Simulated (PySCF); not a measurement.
# A gas-phase reaction: H4OSi + H4Si → H6OSi2 + H2

Aim: the reaction energy of `O[SiH3]` + `[SiH4]` → `[SiH3]O[SiH3]` + `[H][H]`.

Programs: PySCF 2.14.0. All values are calculated, for the isolated system unless a continuum is named. Atoms count from 0, parts from 1.

## Step 1: Starting point

Each species was relaxed by itself at PBE0-D3(BJ)/def2-SVPD.

## Step 2: Energies of the species: wB97M-D3(BJ)/def2-TZVPD

Job settings and geometry (Å):

```
{"job": {"kind": "react", "xc": "wB97M-D3(BJ)", "basis": "def2-TZVPD"}, "charge": 0, "multiplicity": 1}
-1 H4OSi charge 0 multiplicity 1
Si    -0.432640     0.032620    -0.022890
O      1.112290    -0.586800    -0.235500
H     -1.340220    -0.922790    -0.710660
H     -0.782010     0.125080     1.427070
H     -0.557620     1.392330    -0.630120
H      1.849690    -0.101250     0.139840

-1 H4Si charge 0 multiplicity 1
Si    -0.005690    -0.006270    -0.000500
H     -0.581430    -0.387980     1.321500
H     -0.812080    -0.626000    -1.091620
H     -0.032130     1.478130    -0.144390
H      1.402870    -0.489220    -0.087520

+1 H6OSi2 charge 0 multiplicity 1
Si     0.028000     0.433410    -1.586700
O      0.021810    -0.043110    -0.005700
Si     0.031300    -0.450470     1.594490
H     -0.522050     1.816040    -1.693180
H      1.426140     0.411940    -2.106280
H     -0.815200    -0.501270    -2.386800
H      1.014090     0.404780     2.321280
H     -1.330130    -0.242420     2.167570
H      0.417700    -1.884130     1.736280

+1 H2 charge 0 multiplicity 1
H      0.380230    -0.006850    -0.003230
H     -0.380230     0.006850     0.003230
```

Level: wB97M-D3(BJ)/def2-TZVPD reaction energy of separated species, gas phase.

Started as:

```
> OMP_NUM_THREADS=1 python cluster_run.py task.json out
```

One launch serves the whole session: the jobs run in the order shown.

The program printed:

```text
species 1 (H4OSi)
coarse grid: 21480 points
cycle   1  E = -367.1688020862  dE = -1.045e-01  |g| = 6.542e-01  |ddm| = 1.653e+00
cycle   2  E = -367.1468349508  dE =  2.197e-02  |g| = 7.800e-01  |ddm| = 6.949e-01
cycle   3  E = -367.2485012622  dE = -1.017e-01  |g| = 3.328e-02  |ddm| = 3.546e-01
cycle   4  E = -367.2487668264  dE = -2.656e-04  |g| = 9.087e-03  |ddm| = 3.784e-02
cycle   5  E = -367.2487882385  dE = -2.141e-05  |g| = 1.522e-03  |ddm| = 1.274e-02
cycle   6  E = -367.2487890724  dE = -8.339e-07  |g| = 3.488e-04  |ddm| = 2.911e-03
final grid: 44624 points
cycle   7  E = -367.2487730544  dE = -7.673e-08  |g| = 1.266e-04  |ddm| = 1.633e-03
cycle   8  E = -367.2487730614  dE = -6.963e-09  |g| = 5.424e-05  |ddm| = 2.574e-04
cycle   9  E = -367.2487730622  dE = -8.308e-10  |g| = 1.762e-05  |ddm| = 5.965e-05
converged SCF energy = -367.2487730622

species 2 (H4Si)
coarse grid: 16304 points
cycle   1  E = -291.9161125313  dE = -3.418e-01  |g| = 1.181e-01  |ddm| = 1.459e+00
cycle   2  E = -291.9202167800  dE = -4.104e-03  |g| = 4.770e-02  |ddm| = 1.968e-01
cycle   3  E = -291.9206204256  dE = -4.036e-04  |g| = 9.759e-03  |ddm| = 5.313e-02
cycle   4  E = -291.9206618729  dE = -4.145e-05  |g| = 1.607e-03  |ddm| = 1.811e-02
cycle   5  E = -291.9206632754  dE = -1.403e-06  |g| = 2.634e-04  |ddm| = 5.408e-03
final grid: 33416 points
cycle   6  E = -291.9206446443  dE = -7.724e-08  |g| = 1.390e-04  |ddm| = 7.195e-04
cycle   7  E = -291.9206446532  dE = -8.937e-09  |g| = 5.406e-05  |ddm| = 2.953e-04
cycle   8  E = -291.9206446543  dE = -1.066e-09  |g| = 1.798e-05  |ddm| = 4.237e-05
cycle   9  E = -291.9206446545  dE = -2.546e-10  |g| = 1.030e-06  |ddm| = 3.693e-05
converged SCF energy = -291.9206446545

species 3 (H6OSi2)
coarse grid: 32840 points
cycle   1  E = -657.9349371398  dE = -9.974e-02  |g| = 7.162e-01  |ddm| = 2.226e+00
cycle   2  E = -657.8980854728  dE =  3.685e-02  |g| = 8.782e-01  |ddm| = 7.640e-01
cycle   3  E = -658.0273587469  dE = -1.293e-01  |g| = 4.075e-02  |ddm| = 3.984e-01
cycle   4  E = -658.0278107103  dE = -4.520e-04  |g| = 1.427e-02  |ddm| = 7.225e-02
cycle   5  E = -658.0278462053  dE = -3.550e-05  |g| = 1.447e-03  |ddm| = 1.715e-02
cycle   6  E = -658.0278474750  dE = -1.270e-06  |g| = 2.861e-04  |ddm| = 4.796e-03
final grid: 67296 points
cycle   7  E = -658.0278222090  dE = -8.495e-08  |g| = 1.661e-04  |ddm| = 2.206e-03
cycle   8  E = -658.0278222143  dE = -5.241e-09  |g| = 1.479e-04  |ddm| = 3.946e-04
cycle   9  E = -658.0278222179  dE = -3.682e-09  |g| = 3.328e-05  |ddm| = 7.342e-05
cycle  10  E = -658.0278222183  dE = -3.696e-10  |g| = 9.401e-06  |ddm| = 4.273e-05
converged SCF energy = -658.0278222183

species 4 (H2)
coarse grid: 4944 points
cycle   1  E = -1.1694182710  dE = -2.751e-01  |g| = 9.866e-03  |ddm| = 4.504e-01
cycle   2  E = -1.1694525184  dE = -3.425e-05  |g| = 1.161e-03  |ddm| = 9.676e-03
cycle   3  E = -1.1694532006  dE = -6.822e-07  |g| = 1.815e-04  |ddm| = 1.918e-03
final grid: 10744 points
cycle   4  E = -1.1694518091  dE = -2.407e-08  |g| = 4.114e-05  |ddm| = 3.871e-04
cycle   5  E = -1.1694518103  dE = -1.270e-09  |g| = 9.630e-06  |ddm| = 9.177e-05
cycle   6  E = -1.1694518104  dE = -7.531e-11  |g| = 3.020e-07  |ddm| = 2.873e-05
converged SCF energy = -1.1694518104

Reaction energy = -18.055 kcal/mol
```

It took 23 s on 1 thread of Arm Neoverse N1, shared host; peak memory 0.63 GiB.

Species by species (with the dispersion term, which the log's SCF energies lack):

| ν | species | energy (Eh) | HOMO (eV) |
| --- | --- | --- | --- |
| -1 | O[SiH3] | -367.25266 | -11.19 |
| -1 | [SiH4] | -291.92342 | -12.22 |
| +1 | [SiH3]O[SiH3] | -658.03519 | -11.02 |
| +1 | [H][H] | -1.16967 | -14.48 |

## Step 3: Reaction energy: PBE0-D3(BJ)/def2-TZVPD

The job, as its differences from that of step 2:

```diff
@@ -1,2 +1,2 @@
-{"job": {"kind": "react", "xc": "wB97M-D3(BJ)", "basis": "def2-TZVPD"}, "charge": 0, "multiplicity": 1}
+{"job": {"kind": "react", "xc": "PBE0", "basis": "def2-TZVPD", "disp": "d3bj"}, "charge": 0, "multiplicity": 1}
 -1 H4OSi charge 0 multiplicity 1
```

Level: PBE0-D3(BJ)/def2-TZVPD reaction energy of separated species, gas phase.

The program printed:

```text
species 1 (H4OSi)
coarse grid: 5192 points
cycle   1  E = -366.9025009621  dE = -4.106e-02  |g| = 7.015e-01  |ddm| = 1.659e+00
cycle   2  E = -366.7144807805  dE =  1.880e-01  |g| = 1.212e+00  |ddm| = 9.227e-01
cycle   3  E = -366.9887252243  dE = -2.742e-01  |g| = 5.288e-02  |ddm| = 6.169e-01
cycle   4  E = -366.9893238567  dE = -5.986e-04  |g| = 1.056e-02  |ddm| = 4.159e-02
cycle   5  E = -366.9893417517  dE = -1.790e-05  |g| = 1.260e-03  |ddm| = 7.490e-03
cycle   6  E = -366.9893421827  dE = -4.309e-07  |g| = 2.329e-04  |ddm| = 1.538e-03
final grid: 44624 points
cycle   7  E = -366.9884164471  dE = -1.267e-05  |g| = 3.624e-03  |ddm| = 1.508e-02
cycle   8  E = -366.9884133333  dE =  3.114e-06  |g| = 5.502e-03  |ddm| = 4.235e-03
cycle   9  E = -366.9884184542  dE = -5.121e-06  |g| = 3.040e-04  |ddm| = 2.641e-03
cycle  10  E = -366.9884184688  dE = -1.464e-08  |g| = 4.434e-05  |ddm| = 1.934e-04
cycle  11  E = -366.9884184691  dE = -2.762e-10  |g| = 6.743e-06  |ddm| = 3.593e-05
converged SCF energy = -366.9884184691

species 2 (H4Si)
coarse grid: 4104 points
cycle   1  E = -291.7551765959  dE = -2.942e-01  |g| = 9.465e-02  |ddm| = 1.333e+00
cycle   2  E = -291.7566344361  dE = -1.458e-03  |g| = 3.382e-02  |ddm| = 1.414e-01
cycle   3  E = -291.7567143609  dE = -7.992e-05  |g| = 5.643e-03  |ddm| = 2.102e-02
cycle   4  E = -291.7567189362  dE = -4.575e-06  |g| = 1.115e-03  |ddm| = 1.061e-02
final grid: 33416 points
cycle   5  E = -291.7561321780  dE = -2.913e-06  |g| = 4.759e-04  |ddm| = 8.290e-03
cycle   6  E = -291.7561322317  dE = -5.365e-08  |g| = 2.422e-04  |ddm| = 1.439e-03
cycle   7  E = -291.7561322525  dE = -2.082e-08  |g| = 6.463e-05  |ddm| = 3.753e-04
cycle   8  E = -291.7561322530  dE = -4.857e-10  |g| = 7.812e-06  |ddm| = 8.056e-05
converged SCF energy = -291.7561322530

species 3 (H6OSi2)
coarse grid: 8056 points
cycle   1  E = -657.5064375495  dE = -4.387e-02  |g| = 7.521e-01  |ddm| = 2.387e+00
cycle   2  E = -657.2723552257  dE =  2.341e-01  |g| = 1.329e+00  |ddm| = 9.859e-01
cycle   3  E = -657.6012239122  dE = -3.289e-01  |g| = 7.041e-02  |ddm| = 7.067e-01
cycle   4  E = -657.6022178747  dE = -9.940e-04  |g| = 1.841e-02  |ddm| = 7.057e-02
cycle   5  E = -657.6022730052  dE = -5.513e-05  |g| = 1.103e-03  |ddm| = 1.933e-02
cycle   6  E = -657.6022733369  dE = -3.317e-07  |g| = 2.462e-04  |ddm| = 2.237e-03
final grid: 67296 points
cycle   7  E = -657.6019520824  dE = -7.547e-06  |g| = 5.021e-03  |ddm| = 3.103e-02
cycle   8  E = -657.6019448901  dE =  7.192e-06  |g| = 8.085e-03  |ddm| = 6.236e-03
cycle   9  E = -657.6019560731  dE = -1.118e-05  |g| = 3.763e-04  |ddm| = 3.918e-03
cycle  10  E = -657.6019560948  dE = -2.172e-08  |g| = 3.992e-05  |ddm| = 2.916e-04
cycle  11  E = -657.6019560951  dE = -3.001e-10  |g| = 8.119e-06  |ddm| = 4.456e-05
converged SCF energy = -657.6019560951

species 4 (H2)
coarse grid: 1240 points
cycle   1  E = -1.1670611177  dE = -2.327e-01  |g| = 2.266e-02  |ddm| = 4.588e-01
cycle   2  E = -1.1672485408  dE = -1.874e-04  |g| = 3.232e-03  |ddm| = 1.896e-02
cycle   3  E = -1.1672529963  dE = -4.456e-06  |g| = 9.770e-05  |ddm| = 2.761e-03
final grid: 10744 points
cycle   4  E = -1.1681369813  dE = -1.930e-06  |g| = 2.741e-04  |ddm| = 1.572e-03
cycle   5  E = -1.1681370096  dE = -2.828e-08  |g| = 3.989e-05  |ddm| = 2.445e-04
cycle   6  E = -1.1681370102  dE = -6.318e-10  |g| = 1.265e-06  |ddm| = 3.105e-05
converged SCF energy = -1.1681370102

Reaction energy = -16.876 kcal/mol
```

Run time: 11 s. Hardware: 1 thread of Arm Neoverse N1, shared host; peak memory 0.57 GiB.

Reaction energy at this level: -16.88 kcal/mol.

## Step 4: Energies of the species: MP2/def2-TZVPD

The job, as its differences from that of step 3:

```diff
@@ -1,2 +1,2 @@
-{"job": {"kind": "react", "xc": "PBE0", "basis": "def2-TZVPD", "disp": "d3bj"}, "charge": 0, "multiplicity": 1}
+{"job": {"kind": "react", "xc": "MP2", "basis": "def2-TZVPD"}, "charge": 0, "multiplicity": 1}
 -1 H4OSi charge 0 multiplicity 1
```

Method: MP2/def2-TZVPD reaction energy of separated species, gas phase.

The program printed:

```text
species 1 (H4OSi)
final grid: 44624 points
cycle   1  E = -366.1490668030  dE = -2.080e-01  |g| = 5.095e-01  |ddm| = 1.609e+00
cycle   2  E = -366.1899580831  dE = -4.089e-02  |g| = 3.206e-01  |ddm| = 4.181e-01
cycle   3  E = -366.2073538973  dE = -1.740e-02  |g| = 4.203e-02  |ddm| = 1.600e-01
cycle   4  E = -366.2079693570  dE = -6.155e-04  |g| = 7.725e-03  |ddm| = 4.691e-02
cycle   5  E = -366.2079965712  dE = -2.721e-05  |g| = 1.419e-03  |ddm| = 1.248e-02
cycle   6  E = -366.2079978094  dE = -1.238e-06  |g| = 3.823e-04  |ddm| = 2.860e-03
cycle   7  E = -366.2079979083  dE = -9.893e-08  |g| = 9.917e-05  |ddm| = 6.816e-04
cycle   8  E = -366.2079979152  dE = -6.845e-09  |g| = 2.234e-05  |ddm| = 2.090e-04
cycle   9  E = -366.2079979155  dE = -3.330e-10  |g| = 4.457e-06  |ddm| = 4.977e-05
converged SCF energy = -366.2079979155

species 2 (H4Si)
final grid: 33416 points
cycle   1  E = -291.2395056439  dE = -4.127e-01  |g| = 1.809e-01  |ddm| = 1.376e+00
cycle   2  E = -291.2559622545  dE = -1.646e-02  |g| = 5.129e-02  |ddm| = 1.576e-01
cycle   3  E = -291.2575305078  dE = -1.568e-03  |g| = 1.612e-02  |ddm| = 8.402e-02
cycle   4  E = -291.2576430932  dE = -1.126e-04  |g| = 2.274e-03  |ddm| = 2.531e-02
cycle   5  E = -291.2576473344  dE = -4.241e-06  |g| = 4.835e-04  |ddm| = 1.035e-02
cycle   6  E = -291.2576475483  dE = -2.139e-07  |g| = 5.170e-05  |ddm| = 2.142e-03
cycle   7  E = -291.2576475504  dE = -2.133e-09  |g| = 3.778e-06  |ddm| = 1.885e-04
cycle   8  E = -291.2576475504  dE = -9.891e-12  |g| = 3.012e-07  |ddm| = 3.460e-05
converged SCF energy = -291.2576475504

species 3 (H6OSi2)
final grid: 67296 points
cycle   1  E = -656.2849807364  dE = -2.280e-01  |g| = 5.687e-01  |ddm| = 2.194e+00
cycle   2  E = -656.3397938202  dE = -5.481e-02  |g| = 3.651e-01  |ddm| = 5.215e-01
cycle   3  E = -656.3629724335  dE = -2.318e-02  |g| = 5.510e-02  |ddm| = 2.062e-01
cycle   4  E = -656.3641016236  dE = -1.129e-03  |g| = 8.537e-03  |ddm| = 8.003e-02
cycle   5  E = -656.3641277322  dE = -2.611e-05  |g| = 1.804e-03  |ddm| = 1.366e-02
cycle   6  E = -656.3641296607  dE = -1.929e-06  |g| = 4.706e-04  |ddm| = 3.967e-03
cycle   7  E = -656.3641298036  dE = -1.429e-07  |g| = 8.954e-05  |ddm| = 8.363e-04
cycle   8  E = -656.3641298081  dE = -4.476e-09  |g| = 1.338e-05  |ddm| = 2.412e-04
cycle   9  E = -656.3641298082  dE = -1.098e-10  |g| = 1.791e-06  |ddm| = 3.319e-05
converged SCF energy = -656.3641298082

species 4 (H2)
final grid: 10744 points
cycle   1  E = -1.1312978121  dE = -3.213e-01  |g| = 4.426e-02  |ddm| = 4.479e-01
cycle   2  E = -1.1322325959  dE = -9.348e-04  |g| = 7.183e-03  |ddm| = 3.751e-02
cycle   3  E = -1.1322672960  dE = -3.470e-05  |g| = 8.111e-04  |ddm| = 1.078e-02
cycle   4  E = -1.1322677110  dE = -4.150e-07  |g| = 2.771e-05  |ddm| = 1.627e-03
cycle   5  E = -1.1322677115  dE = -4.855e-10  |g| = 2.610e-06  |ddm| = 6.834e-05
converged SCF energy = -1.1322677115

Reaction energy = -21.733 kcal/mol
```

It took 5 s on 1 thread of Arm Neoverse N1, shared host; peak memory 0.43 GiB.

Reaction energy at this level: -21.73 kcal/mol.

## Step 5: Comparing the runs

Energies in kcal/mol, with wall time:

| run | reaction | time |
| --- | --- | --- |
| wB97M-D3(BJ)/def2-TZVPD | -18.06 | 23 s |
| PBE0-D3(BJ)/def2-TZVPD | -16.88 | 11 s |
| MP2/def2-TZVPD | -21.73 | 5 s |

## Step 6: Outcome

| quantity | value |
| --- | --- |
| reaction energy (wB97M-D3(BJ)/def2-TZVPD) | -18.06 kcal/mol |
| ΔH, ΔG at 298 K (xTB thermal terms) | -21.1, -19.9 kcal/mol |
| range of the reaction energy over the runs of this table | -21.73 to -16.88 kcal/mol |

The reaction is exothermic by 21.1 kcal/mol in the gas phase; dispersion gives -0.58, and xTB itself gave -20.86 for the electronic energy (xTB energies and thermal terms come from the earlier relaxation of each species, not shown). No barrier was sought. The reaction energy runs from -21.73 (MP2/def2-TZVPD) to -16.88 kcal/mol (PBE0-D3(BJ)/def2-TZVPD).
